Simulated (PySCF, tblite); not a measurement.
# C₇H₁₁ClO: geometry, infrared bands and NMR shifts

Aim: predict the infrared bands and NMR shifts of C₇H₁₁ClO (`C[C@@H]1[C@H]2CC[C@]1(Cl)CO2`).

Computed with tblite 0.8.0 and PySCF 2.14.0, with density-fitted response routines of our own, on a single molecule in the gas phase. Atoms are numbered from 0 throughout.

## (1) The starting structure

20 atoms, charge 0, multiplicity 1; geometry from: force field or distance geometry start.

Bonds of the start (Å): C0–C1 1.49, C1–C2 1.52, C2–C3 1.51, C3–C4 1.53, C4–C5 1.52, C5–Cl6 1.72, C5–C7 1.50, C7–O8 1.41, C5–C1 1.52, O8–C2 1.38, C0–H9 1.11, C0–H10 1.10, C0–H11 1.10, C1–H12 1.13, C2–H13 1.08, C3–H14 1.09, C3–H15 1.13, C4–H16 1.09, C4–H17 1.10, C7–H18 1.10, C7–H19 1.12.

## (2) Geometry optimisation with GFN2-xTB

Job settings and geometry (Å):

```
{"job": {"kind": "relax", "xc": "GFN2-xTB", "basis": "xTB"}, "charge": 0, "multiplicity": 1}
C      1.991200     0.763700    -0.139400
C      0.844400    -0.079900     0.306900
C      0.243500    -0.872300    -0.837800
C     -0.906000    -1.511300    -0.089500
C     -1.336500    -0.486900     0.965200
C     -0.434600     0.686200     0.622400
Cl    -0.299200     1.918000     1.818400
C     -0.797000     1.127600    -0.761800
O     -0.248200     0.150300    -1.621100
H      2.677400     0.100400    -0.704400
H      1.715400     1.584000    -0.819700
H      2.547700     1.082600     0.760000
H      1.119300    -0.766400     1.163100
H      0.923700    -1.561300    -1.319600
H     -1.771100    -1.743800    -0.716300
H     -0.462100    -2.415500     0.422400
H     -1.048900    -0.898100     1.936400
H     -2.405700    -0.256900     0.851900
H     -0.445500     2.140000    -1.017600
H     -1.912900     1.050200    -0.822500
```

Launch:

```bash
$ OMP_NUM_THREADS=1 python probes_run.py task.json out
```

One launch serves the whole session: the jobs run in the order shown.

**Question.** This job is followed by: GFN2-xTB harmonic vibrations, gas phase; GIAO PBE0/pcSseg-1 NMR shielding, non-relativistic, gas phase. Predict these results of the whole session: strongest single infrared mode (GFN2-xTB); zero-point energy (GFN2-xTB); 13C shifts against TMS (PBE0/pcSseg-1); 1H shifts against TMS (PBE0/pcSseg-1, means over atoms taken as alike); 35Cl shifts against HCl (PBE0/pcSseg-1); 17O shifts against H2O (PBE0/pcSseg-1).

As calculated:

```
                                                              quantity                                                     value
                             strongest single infrared mode (GFN2-xTB)                                      3018 cm⁻¹, 47 km/mol
                                          zero-point energy (GFN2-xTB)                                            105.4 kcal/mol
                                13C shifts against TMS (PBE0/pcSseg-1)              81.3, 78.1, 74.3, 51.7, 41.6, 33.7, 10.6 ppm
1H shifts against TMS (PBE0/pcSseg-1, means over atoms taken as alike)  3.90, 3.84, 3.73, 1.96, 1.90, 1.85, 1.75, 1.54, 1.17 ppm
                               35Cl shifts against HCl (PBE0/pcSseg-1)                                                   101 ppm
                                17O shifts against H2O (PBE0/pcSseg-1)                                                  66.7 ppm
```

Relaxing lowered the energy by 0.616 eV in 63 steps; the close pair that moved most is C2–O8, from 1.379 to 1.421 Å. No mode is imaginary among the 54: a minimum at this level. The strongest single mode, at 3018 cm⁻¹, moves mainly H13. Unscaled tight-binding wavenumbers are off by several per cent, some by more. Its intensities can rank the bands wrongly. C2 (sp3 CH bonded to O) lies farthest downfield among carbon, at 81.3 ppm; pulled downfield by the heteroatom. At PBE0/pcSseg-1: Shielding is most anisotropic at Cl6 (span 382 ppm, paramagnetic term -299 ppm).
